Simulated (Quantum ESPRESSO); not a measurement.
Here is a Quantum ESPRESSO 7.5 calculation.

pw.in

```
&CONTROL
  calculation = 'scf'
  prefix = 'pwscf'
  outdir = './tmp'
  pseudo_dir = './pseudo'
  tprnfor = .true.
  tstress = .true.
  disk_io = 'low'
/
&SYSTEM
  ibrav = 0
  celldm(1) = 8
  nat = 5
  ntyp = 3
  ecutwfc = 96
  nbnd = 49
  occupations = 'smearing'
  smearing = 'fd'
  degauss = 0.00367493
  nspin = 2
  starting_magnetization(1) = 0
  starting_magnetization(2) = 0.2667
  starting_magnetization(3) = 0
/
&ELECTRONS
  conv_thr = 1d-09
  electron_maxstep = 120
  mixing_beta = 0.3
/
ATOMIC_SPECIES
Bi   208.9804 Bi.upf
Mn    54.9380 Mn.upf
Ca    40.0780 Ca.upf
CELL_PARAMETERS alat
  1.0928243312400   0.0000000000000   0.0000000000000
 -0.5464121656318   0.9464136327467   0.0000000000000
  0.0000000000000   0.0000000000000   1.8256625192748
ATOMIC_POSITIONS crystal
Bi     0.3333333333    0.6666666667    0.7511910000
Bi     0.6666666667    0.3333333333    0.2488090000
Mn     0.3333333333    0.6666666667    0.3792650000
Mn     0.6666666667    0.3333333333    0.6207350000
Ca     0.0000000000    0.0000000000    0.0000000000
K_POINTS automatic
7 7 4 0 0 0
```

pp_density.in

```
&INPUTPP
  prefix = 'pwscf'
  outdir = './tmp'
  filplot = 'density.dat'
  plot_num = 0
/
&PLOT
  nfile = 1
  filepp(1) = 'density.dat'
  iflag = 3
  output_format = 6
  fileout = 'density.cube'
/
```

The input pp_potential.in:

```
&INPUTPP
  prefix = 'pwscf'
  outdir = './tmp'
  filplot = 'potential.dat'
  plot_num = 11
/
&PLOT
  nfile = 1
  filepp(1) = 'potential.dat'
  iflag = 3
  output_format = 6
  fileout = 'potential.cube'
/
```

pp_spin.in

```
&INPUTPP
  prefix = 'pwscf'
  outdir = './tmp'
  filplot = 'spin.dat'
  plot_num = 6
/
&PLOT
  nfile = 1
  filepp(1) = 'spin.dat'
  iflag = 3
  output_format = 6
  fileout = 'spin.cube'
/
```

Contents of pp_elf.in:

```
&INPUTPP
  prefix = 'pwscf'
  outdir = './tmp'
  filplot = 'elf.dat'
  plot_num = 8
/
&PLOT
  nfile = 1
  filepp(1) = 'elf.dat'
  iflag = 3
  output_format = 6
  fileout = 'elf.cube'
/
```

Potentials or basis: PseudoDojo 0.4.1 SR PBEsol standard.

Launch:

```console
$ OMP_NUM_THREADS=1 mpirun -n 2 pw.x -nk 2 -in pw.in > pw.out
$ OMP_NUM_THREADS=1 mpirun -n 1 pp.x -in pp_density.in > pp_density.out
$ OMP_NUM_THREADS=1 mpirun -n 1 pp.x -in pp_potential.in > pp_potential.out
$ OMP_NUM_THREADS=1 mpirun -n 1 pp.x -in pp_spin.in > pp_spin.out
$ OMP_NUM_THREADS=1 mpirun -n 1 pp.x -in pp_elf.in > pp_elf.out
```

**Question.** Estimate the absolute moment.

**Answer.** 9.30 μB per cell.

**Question.** What does it give for the band gap on the k mesh?

**Answer.** None (metal or under the smearing width).

**Question.** Predict the largest force.

**Answer.** 0.116 eV/Å.

Forces in eV/Å, atoms in the order of the input:
```
Bi   0.000  0.000 -0.116
Bi   0.000  0.000  0.116
Mn   0.000  0.000  0.028
Mn   0.000  0.000 -0.028
Ca   0.000  0.000  0.000
```

Caveat: spin-orbit coupling is left out, which moves the levels of the heavy elements.
